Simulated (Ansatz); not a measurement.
Geometry optimisation, DFT PBE, scalar-relativistic, plane waves, PAW (Ansatz 0.2.0).

Input:

```yaml
crystal:
  lattice:
    - [0.0, 5.43, 5.43]
    - [5.43, 0.0, 5.43]
    - [5.43, 5.43, 0.0]
  atoms:
    - { symbol: Si, position: [0.0, 0.0, 0.0] }
    - { symbol: Si, position: [0.125, 0.125, 0.125] }
    - { symbol: Si, position: [0.0, 0.0, 0.5] }
    - { symbol: Si, position: [0.125, 0.125, 0.625] }
    - { symbol: Si, position: [0.0, 0.5, 0.0] }
    - { symbol: Si, position: [0.125, 0.625, 0.125] }
    - { symbol: Si, position: [0.0, 0.5, 0.5] }
    - { symbol: Si, position: [0.125, 0.625, 0.625] }
    - { symbol: Si, position: [0.5, 0.0, 0.0] }
    - { symbol: Si, position: [0.625, 0.125, 0.125] }
    - { symbol: Si, position: [0.5, 0.0, 0.5] }
    - { symbol: Si, position: [0.625, 0.125, 0.625] }
    - { symbol: Si, position: [0.5, 0.5, 0.0] }
    - { symbol: Si, position: [0.625, 0.625, 0.125] }
    - { symbol: Si, position: [0.5, 0.5, 0.5] }
    - { symbol: Si, position: [0.625, 0.625, 0.625] }
    - { symbol: Li, position: [0.2484337, 0.7499693, 0.7438408] }
total_charge: 1
basis:
  ecutwfc: 420.0
kpoints:
  mp_grid: { grid: [2, 2, 2] }
hamiltonian:
  xc: pbe
  pseudopotentials: { kind: paw, azcp: { folder: soft_1 } }
scf:
  occupations: { method: gaussian, width: 0.02 }
  lower_state_search: "off"
relax:
  f_tol: 0.03
  max_steps: 60
  adjacent_minimum: "off"
output:
  write_density: true
  write_potential: true
  elf: true
  volumetric_format: npy
```

Launched with:

```bash
$ ansatz run input.yaml --threads 1 --pin off --max-ram 3072MiB --backend cpu --events-out ev --progress --plain --runs-dir out
```

Q: Where does it end, and by what steps?

A: It converged. Limits of this set-up: a small cell, in which the defect meets its images, charged cell in a uniform background, uncorrected. After 3 steps the energy has fallen by 0.117 eV; Li17 moved furthest, 0.05 Å.

| step | energy less start (eV) | largest force component (eV/Å) | accepted |
| --- | --- | --- | --- |
| 0 | 0.0000 | 0.650 | yes |
| 1 | -0.1124 | 0.096 | yes |
| 2 | -0.1167 | 0.031 | yes |
| 3 | -0.1171 | 0.001 | yes |

```xyz
17
Lattice="0.0000 5.4300 5.4300 5.4300 0.0000 5.4300 5.4300 5.4300 0.0000" Properties=species:S:1:pos:R:3
Si 0.020 -0.002 0.000
Si 1.347 1.364 1.366
Si 2.713 2.691 -0.001
Si 4.095 4.045 1.382
Si 2.713 -0.003 2.693
Si 4.095 1.380 4.047
Si 5.428 2.712 2.714
Si 6.760 4.045 4.047
Si -0.002 2.713 2.715
Si 1.347 4.061 4.063
Si 2.713 5.428 2.736
Si 4.080 6.794 4.063
Si 2.713 2.734 5.430
Si 4.080 4.061 6.796
Si 5.407 5.428 5.429
Si 6.761 6.810 6.812
Li 8.143 5.427 5.429
```

Whether the end is a true minimum wasn't checked by a vibrational analysis.

The run took 19 s on 1 thread of Intel(R) Xeon(R) Platinum 8375C CPU @ 2.90GHz (Ice Lake) (shared host), peak memory 0.59 GiB.
